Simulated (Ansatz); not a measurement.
# C₃H₉BSi: geometry optimisation

The task: find the minimum of C₃H₉BSi nearest to the start.

Method: RKS r2SCAN-D4/def2-SVP; program: Ansatz 0.2.0.

## (1) Where the work starts

SMILES `CB1CC[SiH2]1`, 14 atoms, charge 0, spin multiplicity 1.

Atoms are counted from 1 here; the program's logs count them from 0.

Bond lengths: C1–B2 1.557 Å, C1–H6 1.114 Å, C1–H7 1.109 Å, C1–H8 1.113 Å, B2–C3 1.592 Å, B2–Si5 2.051 Å, C3–C4 1.568 Å, C3–H9 1.117 Å, C3–H10 1.117 Å, C4–Si5 1.935 Å, C4–H11 1.109 Å, C4–H12 1.109 Å, Si5–H13 1.514 Å, Si5–H14 1.514 Å. Angles: B2–C1–H6 108.9°, B2–C1–H7 115.7°, B2–C1–H8 110.0°, H6–C1–H7 108.6°, H6–C1–H8 104.0°, H7–C1–H8 109.0°, C1–B2–C3 131.2°, C1–B2–Si5 141.3°, C3–B2–Si5 87.5°, B2–C3–C4 103.3°, B2–C3–H9 111.2°, B2–C3–H10 111.2°, C4–C3–H9 113.8°, C4–C3–H10 113.9°, H9–C3–H10 103.6°, C3–C4–Si5 92.4°, C3–C4–H11 113.6°, C3–C4–H12 113.8° and more.

Coordinates:

| atom | x (Å) | y (Å) | z (Å) |
| --- | --- | --- | --- |
| C1 | -2.13498 | 0.45674 | -0.42204 |
| B2 | -0.63922 | 0.17671 | -0.09130 |
| C3 | 0.34029 | -0.98355 | -0.56929 |
| C4 | 1.68688 | -0.63984 | 0.15676 |
| Si5 | 0.93134 | 0.93481 | 0.98884 |
| H6 | -2.21789 | 1.46283 | -0.89389 |
| H7 | -2.62948 | -0.28598 | -1.08122 |
| H8 | -2.72124 | 0.55244 | 0.51921 |
| H9 | 0.42184 | -1.00910 | -1.68280 |
| H10 | -0.06896 | -1.99011 | -0.31205 |
| H11 | 2.02049 | -1.42219 | 0.86837 |
| H12 | 2.53192 | -0.44604 | -0.53484 |
| H13 | 1.56477 | 2.24768 | 0.58115 |
| H14 | 0.90126 | 0.91629 | 2.50199 |

## (2) Relaxation

input.yaml reads:

```yaml
crystal:
  periodic: [false, false, false]
  atoms:
    - { symbol: C, position_ang: [-2.13498, 0.456741, -0.422038] }
    - { symbol: B, position_ang: [-0.639221, 0.176709, -0.091303] }
    - { symbol: C, position_ang: [0.340289, -0.983549, -0.569287] }
    - { symbol: C, position_ang: [1.686877, -0.63984, 0.156765] }
    - { symbol: Si, position_ang: [0.931339, 0.934812, 0.988841] }
    - { symbol: H, position_ang: [-2.217894, 1.462834, -0.893893] }
    - { symbol: H, position_ang: [-2.629485, -0.285979, -1.081215] }
    - { symbol: H, position_ang: [-2.72124, 0.552445, 0.519206] }
    - { symbol: H, position_ang: [0.421841, -1.009099, -1.682798] }
    - { symbol: H, position_ang: [-0.068961, -1.990112, -0.312049] }
    - { symbol: H, position_ang: [2.020491, -1.422188, 0.868367] }
    - { symbol: H, position_ang: [2.531918, -0.446038, -0.534842] }
    - { symbol: H, position_ang: [1.564769, 2.247675, 0.581152] }
    - { symbol: H, position_ang: [0.901259, 0.916289, 2.501995] }
basis:
  gaussian: { orbitals: def2-SVP }
hamiltonian:
  xc: r2scan
  dispersion: d4
output:
  forces: true
relax:
  f_tol: 0.003
  max_steps: 120
```

Launch:

```
$ ansatz run input.yaml --threads 1 --pin off --max-ram 2560MiB --backend cpu --events-out ev --progress --plain --runs-dir out
```

Before running it: what results should come out? Wanted: energy gained; root mean square move; dipole moment.

The runs gave:

| quantity | value |
| --- | --- |
| energy gained | 0.0654 eV |
| root mean square move | 0.462 Å |
| dipole moment | 1.23 D |

In words: Bond lengths: C1–B2 1.553 Å, C1–H6 1.109 Å, C1–H7 1.102 Å, C1–H8 1.102 Å, B2–C3 1.588 Å, B2–Si5 2.042 Å, C3–C4 1.561 Å, C3–H9 1.112 Å, C3–H10 1.107 Å, C4–Si5 1.921 Å, C4–H11 1.103 Å, C4–H12 1.102 Å, Si5–H13 1.502 Å, Si5–H14 1.501 Å. Angles: B2–C1–H6 105.6°, B2–C1–H7 115.2°, B2–C1–H8 113.4°, H6–C1–H7 107.3°, H6–C1–H8 104.6°, H7–C1–H8 109.8°, C1–B2–C3 131.3°, C1–B2–Si5 142.8°, C3–B2–Si5 85.9°, B2–C3–C4 100.6°, B2–C3–H9 104.6°, B2–C3–H10 119.4°, C4–C3–H9 109.2°, C4–C3–H10 116.8°, H9–C3–H10 105.5°, C3–C4–Si5 90.9°, C3–C4–H11 110.2°, C3–C4–H12 116.3° and more. No frequencies were computed here.
